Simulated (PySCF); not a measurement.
# C8H9OSi: the cost of one run

Computed with PySCF 2.14.0 and routines of our own; the level stands in each step. Atoms count from 0.

## (1) The system as given

19 atoms, charge 0, multiplicity 2; geometry from: GFN2-xTB.

## (2) Open-shell or spin-flip excitations: unrestricted TDA PBE0/def2-SVP

What the job is given:

```
{"job": {"kind": "uabs", "xc": "PBE0", "basis": "def2-SVP", "nstates": 10, "tda": true}, "charge": 0, "multiplicity": 2}
O      3.630865     2.494851     0.015246
C      2.858058     1.617309     0.045628
C      1.974159     0.619293     0.077976
C      2.338608    -0.708456    -0.325540
C      1.402702    -1.705189    -0.284416
C      0.099585    -1.462889     0.141874
C     -0.285005    -0.178757     0.550141
C     -1.692450     0.080132     0.972376
Si    -2.774931     0.500897    -0.545082
C      0.627380     0.846087     0.518494
H      3.348375    -0.893646    -0.654410
H      1.684989    -2.702603    -0.588776
H     -0.620117    -2.266334     0.166361
H     -1.726510     0.908114     1.680951
H     -2.095364    -0.798985     1.475764
H     -2.748093    -0.624357    -1.478930
H     -4.143016     0.742672    -0.082486
H     -2.238427     1.698927    -1.190986
H      0.349390     1.842186     0.827966
```

Method: unrestricted TDA PBE0/def2-SVP, vertical, gas phase, core orbitals frozen in the response.

Started as:

```sh
$ OMP_NUM_THREADS=1 python excited_run.py task.json out
```

One launch serves the whole session: the jobs run in the order shown.

**Question.** How long does this first job take on 1 thread of Arm Neoverse V2, shared host, and how much memory does it need?

About 62 s, with a peak of 0.75 GiB.
